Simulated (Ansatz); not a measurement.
# C₂H₆OSSi: basis-set convergence

The task here is to estimate one member of a computed series from the others.

Method: one geometry, several basis sets; program: Ansatz 0.2.0, Gaussian basis.

Plan: PBE0-D4/def2-SVP; ωB97M-V/def2-SVP; PBE0-D4/def2-QZVPP; ωB97M-V/def2-QZVPP; the functionals' def2-TZVPP values are taken from earlier runs.

## The geometry

All runs share one geometry, relaxed beforehand with PBE0-D4 in a triple-zeta def2 set.

SMILES `COC([SiH3])=S`, 11 atoms, charge 0, spin multiplicity 1.

Atoms are counted from 1 here; the program's logs count them from 0.

Bond lengths: C1–O2 1.424 Å, C1–H6 1.088 Å, C1–H7 1.092 Å, C1–H8 1.092 Å, O2–C3 1.325 Å, C3–Si4 1.908 Å, C3–S5 1.625 Å, Si4–H9 1.491 Å, Si4–H10 1.480 Å, Si4–H11 1.480 Å. Angles: O2–C1–H6 105.7°, O2–C1–H7 111.0°, O2–C1–H8 111.0°, H6–C1–H7 109.6°, H6–C1–H8 109.6°, H7–C1–H8 109.8°, C1–O2–C3 119.3°, O2–C3–Si4 126.8°, O2–C3–S5 120.5°, Si4–C3–S5 112.7°, C3–Si4–H9 114.3°, C3–Si4–H10 107.1°, C3–Si4–H11 107.1°, H9–Si4–H10 108.5°, H9–Si4–H11 108.4°, H10–Si4–H11 111.5°.

Set-up of the first run:

Input file in.yaml:

```yaml
crystal:
  periodic: [false, false, false]
  atoms:
    - {symbol: C, position_ang: [-1.104311, 1.277251, 0.077938]}
    - {symbol: O, position_ang: [-0.179856, 1.053971, -0.981948]}
    - {symbol: C, position_ang: [0.636784, 0.012036, -0.920372]}
    - {symbol: Si, position_ang: [0.731750, -1.285571, 0.475011]}
    - {symbol: S, position_ang: [1.702569, -0.272715, -2.113231]}
    - {symbol: H, position_ang: [-1.656376, 2.173580, -0.196065]}
    - {symbol: H, position_ang: [-0.583286, 1.442548, 1.023016]}
    - {symbol: H, position_ang: [-1.795309, 0.437852, 0.177615]}
    - {symbol: H, position_ang: [-0.223941, -1.053156, 1.595639]}
    - {symbol: H, position_ang: [2.108396, -1.242273, 1.016259]}
    - {symbol: H, position_ang: [0.428981, -2.600421, -0.133361]}
basis:
  gaussian: {orbitals: def2-SVP}
hamiltonian: {xc: pbe0, dispersion: d4}
output: {orbitals: {seedname: orbitals}}
```

Steps of the session up to this table: PBE0-D4 in def2-SVP; ωB97M-V in def2-SVP; PBE0-D4 in def2-QZVPP; ωB97M-V in def2-QZVPP.

One of the session's tables, all rows but one given; the rest of the session is left out.

It belongs to the step «Functionals by basis». 

| functional | basis | HOMO (eV) | LUMO (eV) |
| --- | --- | --- | --- |
| PBE0-D4 | def2-SVP | ? | ? |
| PBE0-D4 | def2-TZVPP | -6.55 | -2.03 |
| PBE0-D4 | def2-QZVPP | -6.59 | -2.08 |
| ωB97M-V | def2-SVP | -8.51 | 0.32 |
| ωB97M-V | def2-TZVPP | -8.70 | 0.07 |
| ωB97M-V | def2-QZVPP | -8.74 | -0.01 |

**Question.** Estimate the row for PBE0-D4, def2-SVP.

**Answer.** HOMO (eV): -6.41; LUMO (eV): -1.85. In the column «HOMO (eV)» it is the highest.
